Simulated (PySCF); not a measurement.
# TaCl6−: NMR shieldings, part 2 of 2

PySCF 2.14.0. Atoms count from 0. The steps go on from the part before.

### 6 NMR shieldings: PBE/pcSseg-1 Ta:us-x2c-TZVPall-2c in dichloromethane, spin–orbit

What the job is given:

```
{"job": {"xc": "PBE", "basis": {"default": "pcSseg-1", "Ta": "us-x2c-TZVPall-2c"}, "rel": "so", "solvent": "dichloromethane", "kind": "hnmr"}, "charge": -1, "multiplicity": 1}
Ta     0.000230     0.000150     0.000010
Cl    -0.007370     0.000390     2.357180
Cl     0.030560     0.018810    -2.356860
Cl     2.357080    -0.002360     0.013860
Cl    -2.356700    -0.017070    -0.024130
Cl    -0.019610     2.357100     0.013990
Cl    -0.004190    -2.357010    -0.004050
```

Level: PBE/pcSseg-1 Ta:us-x2c-TZVPall-2c GIAO NMR shielding, X2C with spin-orbit coupling, screened-nuclear two-electron part, Gaussian nuclei, IEF-PCM dichloromethane.

What it wrote:

```text
spin-free SCF
coarse grid: 46776 points
cycle   1  E = -18373.3191629173  dE = -8.609e-02  |g| = 1.388e+00  |ddm| = 2.047e+01
cycle   2  E = -18365.5112010219  dE =  7.808e+00  |g| = 6.157e+00  |ddm| = 5.099e+00
cycle   3  E = -18373.5320501663  dE = -8.021e+00  |g| = 4.108e-01  |ddm| = 4.813e+00
cycle   4  E = -18373.4773474516  dE =  5.470e-02  |g| = 6.248e-01  |ddm| = 1.110e+00
cycle   5  E = -18373.5722922762  dE = -9.494e-02  |g| = 4.686e-02  |ddm| = 5.876e-01
cycle   6  E = -18373.5725045853  dE = -2.123e-04  |g| = 2.669e-02  |ddm| = 5.953e-02
cycle   7  E = -18373.5726734941  dE = -1.689e-04  |g| = 4.333e-03  |ddm| = 2.951e-02
cycle   8  E = -18373.5726776989  dE = -4.205e-06  |g| = 5.689e-04  |ddm| = 3.897e-03
final grid: 86032 points
cycle   9  E = -18373.5548028386  dE = -1.947e-05  |g| = 2.078e-03  |ddm| = 3.028e-03
cycle  10  E = -18373.5547914661  dE =  1.137e-05  |g| = 7.333e-03  |ddm| = 7.918e-03
cycle  11  E = -18373.5548036905  dE = -1.222e-05  |g| = 3.307e-04  |ddm| = 6.322e-03
cycle  12  E = -18373.5548036831  dE =  7.403e-09  |g| = 3.515e-04  |ddm| = 7.415e-04
cycle  13  E = -18373.5548037184  dE = -3.531e-08  |g| = 2.838e-05  |ddm| = 4.175e-04
cycle  14  E = -18373.5548037187  dE = -2.328e-10  |g| = 5.194e-06  |ddm| = 3.153e-05
converged SCF energy = -18373.5548037187
two-component SCF
cycle   1  E = -18366.8288794446  dE = -1.837e+04  |FDS-SDF| = 2.997e+02
cycle   2  E = -18384.3785624298  dE = -1.755e+01  |FDS-SDF| = 5.356e-01
cycle   3  E = -18384.3783230535  dE =  2.394e-04  |FDS-SDF| = 9.574e-02
cycle   4  E = -18384.3737404159  dE =  4.583e-03  |FDS-SDF| = 1.632e-01
cycle   5  E = -18384.3780086176  dE = -4.268e-03  |FDS-SDF| = 5.621e-02
cycle   6  E = -18384.3788159103  dE = -8.073e-04  |FDS-SDF| = 5.669e-03
cycle   7  E = -18384.3788241689  dE = -8.259e-06  |FDS-SDF| = 6.018e-04
cycle   8  E = -18384.3788242301  dE = -6.119e-08  |FDS-SDF| = 9.906e-05
cycle   9  E = -18384.3788242322  dE = -2.092e-09  |FDS-SDF| = 1.527e-05
converged, E = -18384.3788242322

Field gradients (au) and densities at the nuclei (bohr^-3)
atom        Vxx        Vyy        Vzz        centre      nuclear mean
  0 Ta     0.0006     0.0012    -0.0018    1282839.615    1215080.172
  1 Cl    -0.4561    -0.4746     0.9307       2816.921       2816.869
  2 Cl    -0.4558    -0.4749     0.9306       2816.921       2816.869
  3 Cl    -0.4432    -0.4864     0.9295       2816.921       2816.870
  4 Cl    -0.4434    -0.4872     0.9306       2816.921       2816.869
  5 Cl    -0.4475    -0.4827     0.9302       2816.921       2816.870
  6 Cl    -0.4473    -0.4836     0.9308       2816.921       2816.869
without picture change
  0 Ta                          -0.0020                   3303699.311

Core orbital energies (eV)
atom   shell        mean    spread
  0 Ta 1s       -67132.992   0.000
  0 Ta 2s       -11533.794   0.000
  0 Ta 3s        -2643.267   0.000
  0 Ta 4s         -539.212   0.000
  0 Ta 5s          -74.162   0.000
  0 Ta 2p1/2    -11020.873   0.000
  0 Ta 2p3/2     -9757.776   0.000
  0 Ta 3p1/2     -2416.084   0.000
  0 Ta 3p3/2     -2143.547   0.000
  0 Ta 4p1/2      -445.606   0.000
  0 Ta 4p3/2      -382.837   0.000
  0 Ta 5p1/2       -47.087   0.000
  0 Ta 5p3/2       -38.448   0.000
  0 Ta 3d3/2     -1760.847   0.000
  0 Ta 3d5/2     -1701.749   0.003
  0 Ta 4d3/2      -229.233   0.000
  0 Ta 4d5/2      -217.653   0.015
  0 Ta 4f5/2       -26.527   0.003
  0 Ta 4f7/2       -24.594   0.006
  1 Cl 1s        -2748.054   0.000
  1 Cl 2s         -250.653   0.000
  1 Cl 3s          -19.709   0.000
  1 Cl 2p1/2      -190.814   0.000
  1 Cl 2p3/2      -189.175   0.062
  2 Cl 1s        -2748.055   0.000
  2 Cl 2s         -250.654   0.000
  2 Cl 3s          -19.709   0.000
  2 Cl 2p1/2      -190.815   0.000
  2 Cl 2p3/2      -189.176   0.062
  3 Cl 1s        -2748.056   0.000
  3 Cl 2s         -250.655   0.000
  3 Cl 3s          -19.711   0.000
  3 Cl 2p1/2      -190.816   0.000
  3 Cl 2p3/2      -189.177   0.062
  4 Cl 1s        -2748.054   0.000
  4 Cl 2s         -250.653   0.000
  4 Cl 3s          -19.709   0.000
  4 Cl 2p1/2      -190.814   0.000
  4 Cl 2p3/2      -189.175   0.062
  5 Cl 1s        -2748.055   0.000
  5 Cl 2s         -250.654   0.000
  5 Cl 3s          -19.710   0.000
  5 Cl 2p1/2      -190.815   0.000
  5 Cl 2p3/2      -189.176   0.062
  6 Cl 1s        -2748.054   0.000
  6 Cl 2s         -250.653   0.000
  6 Cl 3s          -19.709   0.000
  6 Cl 2p1/2      -190.814   0.000
  6 Cl 2p3/2      -189.175   0.062

Shielding tensors (ppm)
atom      isotropic    diamagn.    paramagn.     s11        s22        s33       span
  0 Ta     4510.11     7644.12    -3134.01    4509.48    4510.39    4510.45       0.96
  1 Cl      387.86     1123.18     -735.32     261.34     270.04     632.22     370.87
  2 Cl      387.94     1123.18     -735.25     261.29     270.33     632.20     370.91
  3 Cl      387.67     1123.18     -735.52     255.27     275.63     632.11     376.84
  4 Cl      387.90     1123.18     -735.28     255.59     276.22     631.90     376.31
  5 Cl      387.83     1123.18     -735.35     257.39     273.92     632.19     374.80
  6 Cl      387.87     1123.18     -735.31     257.24     274.39     631.99     374.75
```

Wall time 2.2 min (1 thread of Intel Xeon 6975P-C, shared host); peak memory 1.7 GiB.

Key values:

```tsv
quantity	value
energy from spin-orbit coupling	-10.8240 Eh
```

### 7 NMR shieldings: PBE/pcSseg-1 Ta:us-x2c-TZVPall-2c in dichloromethane, spin-free

What the job is given:

```
{"job": {"xc": "PBE", "basis": {"default": "pcSseg-1", "Ta": "us-x2c-TZVPall-2c"}, "rel": "sf", "solvent": "dichloromethane", "kind": "hnmr"}, "charge": -1, "multiplicity": 1}
Ta     0.000230     0.000150     0.000010
Cl    -0.007370     0.000390     2.357180
Cl     0.030560     0.018810    -2.356860
Cl     2.357080    -0.002360     0.013860
Cl    -2.356700    -0.017070    -0.024130
Cl    -0.019610     2.357100     0.013990
Cl    -0.004190    -2.357010    -0.004050
```

Method: PBE/pcSseg-1 Ta:us-x2c-TZVPall-2c GIAO NMR shielding, spin-free X2C, Gaussian nuclei, IEF-PCM dichloromethane.

What it wrote:

```text
spin-free SCF
coarse grid: 46776 points
cycle   1  E = -18373.3191629173  dE = -8.609e-02  |g| = 1.388e+00  |ddm| = 2.047e+01
cycle   2  E = -18365.5112010219  dE =  7.808e+00  |g| = 6.157e+00  |ddm| = 5.099e+00
cycle   3  E = -18373.5320501663  dE = -8.021e+00  |g| = 4.108e-01  |ddm| = 4.813e+00
cycle   4  E = -18373.4773474516  dE =  5.470e-02  |g| = 6.248e-01  |ddm| = 1.110e+00
cycle   5  E = -18373.5722922762  dE = -9.494e-02  |g| = 4.686e-02  |ddm| = 5.876e-01
cycle   6  E = -18373.5725045853  dE = -2.123e-04  |g| = 2.669e-02  |ddm| = 5.953e-02
cycle   7  E = -18373.5726734941  dE = -1.689e-04  |g| = 4.333e-03  |ddm| = 2.951e-02
cycle   8  E = -18373.5726776989  dE = -4.205e-06  |g| = 5.689e-04  |ddm| = 3.897e-03
final grid: 86032 points
cycle   9  E = -18373.5548028386  dE = -1.947e-05  |g| = 2.078e-03  |ddm| = 3.028e-03
cycle  10  E = -18373.5547914661  dE =  1.137e-05  |g| = 7.333e-03  |ddm| = 7.918e-03
cycle  11  E = -18373.5548036905  dE = -1.222e-05  |g| = 3.307e-04  |ddm| = 6.322e-03
cycle  12  E = -18373.5548036831  dE =  7.403e-09  |g| = 3.515e-04  |ddm| = 7.415e-04
cycle  13  E = -18373.5548037184  dE = -3.531e-08  |g| = 2.838e-05  |ddm| = 4.175e-04
cycle  14  E = -18373.5548037187  dE = -2.328e-10  |g| = 5.194e-06  |ddm| = 3.153e-05
converged SCF energy = -18373.5548037187
check of the scalar solution
cycle   1  E = -18373.5548037188  dE = -1.837e+04  |FDS-SDF| = 9.267e+00
cycle   2  E = -18373.5558149851  dE = -1.011e-03  |FDS-SDF| = 8.242e-03
cycle   3  E = -18373.5558149848  dE =  3.456e-10  |FDS-SDF| = 7.628e-05
converged, E = -18373.5558149848

Field gradients (au) and densities at the nuclei (bohr^-3)
atom        Vxx        Vyy        Vzz        centre      nuclear mean
  0 Ta     0.0006     0.0012    -0.0018    1277035.567    1209357.313
  1 Cl    -0.4525    -0.4710     0.9236       2816.935       2816.884
  2 Cl    -0.4522    -0.4713     0.9235       2816.935       2816.884
  3 Cl    -0.4396    -0.4828     0.9224       2816.935       2816.884
  4 Cl    -0.4399    -0.4836     0.9235       2816.935       2816.884
  5 Cl    -0.4440    -0.4791     0.9231       2816.935       2816.884
  6 Cl    -0.4437    -0.4800     0.9237       2816.935       2816.884
without picture change
  0 Ta                          -0.0020                   3304126.724

Core orbital energies (eV)
atom   shell        mean    spread
  0 Ta 1s       -67145.372   0.000
  0 Ta 2s       -11536.594   0.000
  0 Ta 3s        -2644.123   0.000
  0 Ta 4s         -539.454   0.000
  0 Ta 5s          -74.219   0.000
  0 Ta 2p       -10143.471   0.000
  0 Ta 3p        -2227.475   0.000
  0 Ta 4p         -402.094   0.000
  0 Ta 5p          -41.078   0.000
  0 Ta 3d        -1725.723   0.006
  0 Ta 4d         -222.359   0.025
  0 Ta 4f          -25.515   0.012
  1 Cl 1s        -2748.052   0.000
  1 Cl 2s         -250.652   0.000
  1 Cl 3s          -19.710   0.000
  1 Cl 2p         -189.719   0.094
  2 Cl 1s        -2748.052   0.000
  2 Cl 2s         -250.652   0.000
  2 Cl 3s          -19.710   0.000
  2 Cl 2p         -189.720   0.094
  3 Cl 1s        -2748.053   0.000
  3 Cl 2s         -250.653   0.000
  3 Cl 3s          -19.711   0.000
  3 Cl 2p         -189.721   0.094
  4 Cl 1s        -2748.051   0.000
  4 Cl 2s         -250.651   0.000
  4 Cl 3s          -19.710   0.000
  4 Cl 2p         -189.719   0.094
  5 Cl 1s        -2748.052   0.000
  5 Cl 2s         -250.652   0.000
  5 Cl 3s          -19.711   0.000
  5 Cl 2p         -189.720   0.094
  6 Cl 1s        -2748.051   0.000
  6 Cl 2s         -250.651   0.000
  6 Cl 3s          -19.709   0.000
  6 Cl 2p         -189.719   0.094

Shielding tensors (ppm)
atom      isotropic    diamagn.    paramagn.     s11        s22        s33       span
  0 Ta     1317.50     8727.97    -7410.47    1316.91    1317.77    1317.83       0.92
  1 Cl      386.90     1140.88     -753.98     257.06     266.04     637.60     380.55
  2 Cl      386.97     1140.88     -753.91     257.00     266.33     637.59     380.59
  3 Cl      386.72     1140.88     -754.16     250.81     271.84     637.50     386.69
  4 Cl      386.94     1140.88     -753.94     251.11     272.42     637.28     386.18
  5 Cl      386.87     1140.88     -754.00     252.98     270.06     637.58     384.60
  6 Cl      386.91     1140.88     -753.97     252.81     270.53     637.37     384.56
```

Run time: 39 s. Hardware: 1 thread of Intel Xeon 6975P-C, shared host; peak memory 1.4 GiB.

### 8 Shieldings side by side

```tsv
run	Ta0	Cl2	Cl4	Cl6	Cl1	Cl5	Cl3	time
step 2, PBE/pcSseg-1 Ta:us-x2c-TZVPall-2c, spin–orbit	4528.9	387.0	386.9	387.0	387.0	387.0	386.9	2.8 min
step 3, PBE/pcSseg-1 Ta:us-x2c-TZVPall-2c, spin-free	1337.7	386.3	386.2	386.2	386.3	386.3	386.2	39 s
step 4, PBE/pcSseg-1 Ta:us-x2c-TZVPall-2c in water, spin–orbit	4506.4	387.8	387.8	387.8	387.8	387.7	387.6	2.2 min
step 5, PBE/pcSseg-1 Ta:us-x2c-TZVPall-2c in water, spin-free	1313.5	386.8	386.8	386.8	386.8	386.7	386.6	39 s
step 6, PBE/pcSseg-1 Ta:us-x2c-TZVPall-2c in dichloromethane, spin–orbit	4510.1	387.9	387.9	387.9	387.9	387.8	387.7	2.2 min
step 7, PBE/pcSseg-1 Ta:us-x2c-TZVPall-2c in dichloromethane, spin-free	1317.5	387.0	386.9	386.9	386.9	386.9	386.7	39 s
```

### 9 Outcome

The summary covers parts 1 to 2.

| quantity | value |
| --- | --- |
| energy from spin-orbit coupling (step 2, PBE/pcSseg-1 Ta:us-x2c-TZVPall-2c, spin–orbit) | -10.8240 Eh |
| shieldings (step 2, PBE/pcSseg-1 Ta:us-x2c-TZVPall-2c, spin–orbit) | Ta0 4528.9, Cl1 387.0, Cl2 387.0, Cl3 386.9, Cl4 386.9, Cl5 387.0, Cl6 387.0 ppm |
| shieldings (step 3, PBE/pcSseg-1 Ta:us-x2c-TZVPall-2c, spin-free) | Ta0 1337.7, Cl1 386.3, Cl2 386.3, Cl3 386.2, Cl4 386.2, Cl5 386.3, Cl6 386.2 ppm |
| energy from spin-orbit coupling (step 4, PBE/pcSseg-1 Ta:us-x2c-TZVPall-2c in water, spin–orbit) | -10.8240 Eh |
| shieldings (step 4, PBE/pcSseg-1 Ta:us-x2c-TZVPall-2c in water, spin–orbit) | Ta0 4506.4, Cl1 387.8, Cl2 387.8, Cl3 387.6, Cl4 387.8, Cl5 387.7, Cl6 387.8 ppm |
| shieldings (step 5, PBE/pcSseg-1 Ta:us-x2c-TZVPall-2c in water, spin-free) | Ta0 1313.5, Cl1 386.8, Cl2 386.8, Cl3 386.6, Cl4 386.8, Cl5 386.7, Cl6 386.8 ppm |
| energy from spin-orbit coupling (step 6, PBE/pcSseg-1 Ta:us-x2c-TZVPall-2c in dichloromethane, spin–orbit) | -10.8240 Eh |
| shieldings (step 6, PBE/pcSseg-1 Ta:us-x2c-TZVPall-2c in dichloromethane, spin–orbit) | Ta0 4510.1, Cl1 387.9, Cl2 387.9, Cl3 387.7, Cl4 387.9, Cl5 387.8, Cl6 387.9 ppm |
| shieldings (step 7, PBE/pcSseg-1 Ta:us-x2c-TZVPall-2c in dichloromethane, spin-free) | Ta0 1317.5, Cl1 386.9, Cl2 387.0, Cl3 386.7, Cl4 386.9, Cl5 386.9, Cl6 386.9 ppm |

A contracted two-component basis is stiff near heavy nuclei, so the absolute shieldings of the heavy atoms from it are rough. A continuum can't give the shift that close solvent molecules cause at an ion. Ta0 moves most between the runs, by 3215 ppm; the labels say what changes from run to run. The geometry comes from tight binding, which is rough for metal atoms, and these values hang on it.
